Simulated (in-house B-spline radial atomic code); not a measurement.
**Pd³⁶⁺: starting-point dependence of G0W0 and RPA**

Aim: see how far the highest quasi-particle level and the RPA correlation energy of Pd³⁶⁺ depend on the orbitals that they are built on.

Program: an in-house B-spline radial atomic code, version 1. Level of theory: RPA, second order, AC-SOSEX and G0W0 (contour deformation) on a non-relativistic mean field, all electrons; no spin-orbit coupling, Breit or QED terms. These are calculated values, not measurements, unless marked.

## (1) Starting point

* element: palladium (Z = 46)
* charge: +36
* electrons: 10
* configuration: [He] 2s2 2p6
* Hamiltonian: non-relativistic, point nucleus
* starts: Hartree-Fock, PBE, LDA (VWN5), BHandHLYP, r2SCAN

The outer shells:

Pd36+
```
[He] core
2s [↑↓]
2p [↑↓][↑↓][↑↓]
```

## (2) The run with the Hartree-Fock start

The run's settings:

```ini
Z = 46
electrons = 10.0
configuration = [He] 2s2 2p6
hamiltonian = nr
method = hf
lmax = 9
spin_polarised = False
box_radius = 2.67
intervals = 46
```

The run is started by

```console
$ python run_gw.py task.json out
```

task.json lists these runs, among others, and the program works through them in turn.

After this run come: The run with the PBE start; The run with the LDA (VWN5) start; The run with the BHandHLYP start; The run with the r2SCAN start.

**Question.** What will these runs give? Wanted: highest level, mean field; highest level, G0W0; RPA correlation energy; RPA+SOSEX.

**Answer**, as computed:

| quantity | value |
| --- | --- |
| highest level, mean field (range over the runs) | -5270.86 to -5172.57 eV |
| highest level, G0W0 (range over the runs) | -5269.59 to -5269.10 eV |
| RPA correlation energy | -0.6415 to -0.6258 hartree |
| RPA+SOSEX | -0.4159 to -0.4054 hartree |
| semi-empirical ionisation energy (2p shell) | 5284.0 ± 3 eV (NIST Atomic Spectra Database, ionization energies) |
| G0W0 removal energy less that value | -14.9 to -14.4 eV |

What this shows: The starts spread the highest level over 98.3 eV; after G0W0 0.49 eV remain, 0.50 % of that. Starts without exact exchange bind the level too weakly, through self-interaction, and G0W0 pulls it down by 82 to 97 eV. RPA gives the most correlation on LDA (VWN5) and the least on Hartree-Fock (2.4 % apart); over the runs it loosely follows the gap of the start, as smaller excitation energies give more correlation. The semi-empirical ionisation energy is 5284.0 ± 3 eV. G0W0 is off by about -14.8 eV (-0.28 %) in every run shown, whatever the start. Relativity is left out, and for this shell its effect can be as large as the miss, so the comparison tests the Hamiltonian as much as the method. Read as a removal energy, the bare PBE level is off by -109 eV (-2.1 %) and the nearest bare level, Hartree-Fock's, by -13.1 eV. For so heavy an element the non-relativistic levels are a model, not the real atom's.
